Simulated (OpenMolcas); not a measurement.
# MP2/STO-3G run of SiHSBr (SMILES S[Si]Br)

Aim: the energy change on altering one bond length of SiHSBr at MP2/STO-3G, from 2 runs. 

The calculation is run with OpenMolcas 26.06.

4 further runs of the same task are left out: 1 that didn't finish, 3 set aside as unsound or not needed.

## 1. The molecule

SiHSBr has 4 atoms, charge 0, and is taken as a singlet. SMILES: `S[Si]Br`. The coordinates come from a PBE0-D4/def2-TZVP relaxation.

Bond lengths: S1–Si2 2.132 Å, Si2–Br3 2.258 Å, S1–H4 1.347 Å. Angles: S1–Si2–Br3 97.0°, Si2–S1–H4 93.1°.

## 2. Energy and gradient at MP2/STO-3G

Input file test.input:

```
&GATEWAY
 BasisSet
 S.STO-3G....
 S1 -0.100100 0.958900 -0.584700 angstrom
 End of Basis
 BasisSet
 Si.STO-3G....
 Si2 -0.298800 -0.908900 0.423800 angstrom
 End of Basis
 BasisSet
 Br.STO-3G....
 Br3 1.856500 -1.105400 1.067300 angstrom
 End of Basis
 BasisSet
 H.STO-3G....
 H4 -1.402100 0.995100 -0.926700 angstrom
 End of Basis

&SEWARD

&SCF
 PrOrbitals=1

&MBPT2
 Frozen=19
 Grdt

&ALASKA
```

Launch:

```console
export MOLCAS_MEM=1860
pymolcas test.input > test.log
```

What it wrote, shortened:

```text
--- Start Module: gateway ---
[...]
--- Stop Module: gateway /rc=_RC_ALL_IS_WELL_ ---
[...]
      Basis functions           37
[...]
       Convergence after   9 Iterations
[...]
::    Total SCF energy                              -3224.0579578143
[...]
      Total spin, S                                     0.0000000000
[...]
      Total electronic charge=   66.000000
      Total            charge=   -0.000000
[...]
--- Start Module: mbpt2 ---
[...]
WARNING!
Default frozen orbitals as non valence orbitals is overwritten by user input.
Default values:  21
[...]
       Reference weight ( Cref**2 )         =        0.95933
::    Total MBPT2 energy                            -3224.1196732767
[...]
      Dipole Moment (debye):
      Origin of the operator (angstrom)=    0.9547   -0.5791    0.5466
                   X= -2.7634E+00               Y=  1.5901E-01               Z= -7.7244E-01           Total=  2.8737E+00
      Quadrupole Moment (debye*angstrom):
[...]
      Total MBPT2 calculations                           0.14      0.18
--- Stop Module: mbpt2 /rc=_RC_ALL_IS_WELL_ ---
--- Start Module: alaska ---
[...]
 *              Molecular gradients               *
 **************************************************
  Irreducible representation: a
 ------------------------------------------------------------------------------------------
                              X                       Y                       Z
 ------------------------------------------------------------------------------------------
  S1               -2.50016761550320E-03    8.16018660547613E-03   -5.23798687680355E-03
  SI2              -2.04429368865178E-03   -6.97920100727245E-03    3.44671169168448E-03
  BR3               1.67748227931952E-03   -7.56607305131496E-04    8.42794249971135E-04
  H4                2.86697902491362E-03   -4.24378293082395E-04    9.48480935146767E-04
 ------------------------------------------------------------------------------------------
--- Stop Module: alaska /rc=_RC_ALL_IS_WELL_ ---
[...]
```

Run time: 2.5 s. Hardware: 1 thread of Intel Xeon Platinum 8488C (Sapphire Rapids), shared host; peak memory 0.37 GiB.

## 3. The distorted shape, same level

Input file test.inp:

```
* BrHSSi MP2

&GATEWAY
 BasisSet
 S.STO-3G....
 S1 0.115422 0.939251 -0.520352 angstrom
 End of Basis
 BasisSet
 Si.STO-3G....
 Si2 -0.083278 -0.928549 0.488148 angstrom
 End of Basis
 BasisSet
 Br.STO-3G....
 Br3 1.856500 -1.105400 1.067300 angstrom
 End of Basis
 BasisSet
 H.STO-3G....
 H4 -1.186578 0.975451 -0.862352 angstrom
 End of Basis

&SEWARD

&SCF
 PrOrbitals = 1

&MBPT2
 Frozen = 19
 Grdt

&ALASKA
```

Launch:

```console
export MOLCAS_MEM=1860
pymolcas test.inp > test.log
```

What it wrote, shortened:

```text
--- Start Module: gateway ---
[...]
--- Stop Module: gateway /rc=_RC_ALL_IS_WELL_ ---
[...]
      Basis functions           37
[...]
       Convergence after   9 Iterations
[...]
::    Total SCF energy                              -3224.0375643000
[...]
      Total spin, S                                     0.0000000000
[...]
      Total electronic charge=   66.000000
      Total            charge=   -0.000000
[...]
--- Start Module: mbpt2 ---
[...]
WARNING!
Default frozen orbitals as non valence orbitals is overwritten by user input.
Default values:  21
[...]
       Reference weight ( Cref**2 )         =        0.96237
::    Total MBPT2 energy                            -3224.0967858528
[...]
      Dipole Moment (debye):
      Origin of the operator (angstrom)=    1.0486   -0.5877    0.5747
                   X= -1.7008E+00               Y= -1.7627E-01               Z= -3.2020E-01           Total=  1.7397E+00
      Quadrupole Moment (debye*angstrom):
[...]
      Total MBPT2 calculations                           0.17      0.20
--- Stop Module: mbpt2 /rc=_RC_ALL_IS_WELL_ ---
--- Start Module: alaska ---
[...]
 *              Molecular gradients               *
 **************************************************
  Irreducible representation: a
 ------------------------------------------------------------------------------------------
                              X                       Y                       Z
 ------------------------------------------------------------------------------------------
  S1                4.35790107305678E-03    3.18154612564925E-03   -7.25499550117803E-04
  SI2               1.12971787377418E-01   -1.65753341312911E-02    3.72827041143748E-02
  BR3              -1.19147738371851E-01    1.53850253220664E-02   -3.81338469318955E-02
  H4                1.81804992136847E-03   -1.99123731646700E-03    1.57664236764110E-03
 ------------------------------------------------------------------------------------------
--- Stop Module: alaska /rc=_RC_ALL_IS_WELL_ ---
[...]
```

It took 2.8 s on 1 thread of Intel Xeon Platinum 8488C (Sapphire Rapids), shared host; peak memory 0.37 GiB.

## 4. Outcome

At MP2/STO-3G, 19 core orbitals frozen:

| quantity | value |
| --- | --- |
| first shape: total energy | -3224.11967 Eh |
| first shape: dipole moment (mean-field density) | 3.11 D |
| first shape: HOMO energy (Hartree–Fock orbitals) | -6.41 eV |
| first shape: LUMO energy (Hartree–Fock orbitals) | 5.00 eV |
| first shape: HOMO–LUMO gap (Hartree–Fock orbitals) | 11.41 eV |
| first shape: correlation energy (19 core orbitals frozen) | -61.7 mEh |
| first shape: largest force on an atom | 0.515 eV/Å |
| distorted shape: total energy | -3224.09679 Eh |
| distorted shape: dipole moment (mean-field density) | 2.02 D |
| distorted shape: HOMO energy (Hartree–Fock orbitals) | -6.07 eV |
| distorted shape: LUMO energy (Hartree–Fock orbitals) | 5.43 eV |
| distorted shape: HOMO–LUMO gap (Hartree–Fock orbitals) | 11.51 eV |
| distorted shape: correlation energy (19 core orbitals frozen) | -59.2 mEh |
| distorted shape: largest force on an atom | 6.481 eV/Å |
| energy change with the Si2–Br3 bond shortened from 2.258 to 2.032 Å | 0.623 eV |

What this shows: With the Si2–Br3 bond shortened from 2.258 to 2.032 Å the energy rises by 0.62 eV (60.1 kJ/mol). The first shape isn't relaxed at this level, so the change isn't measured from a minimum. The minimal basis adds a large error of its own. The largest force (first shape) is 0.51 eV/Å: the shape isn't a stationary point for this species at this level. Mulliken charges (distorted shape) of the mean-field density run from -0.26 on Br3 to +0.42 on Si2; they depend strongly on the basis.
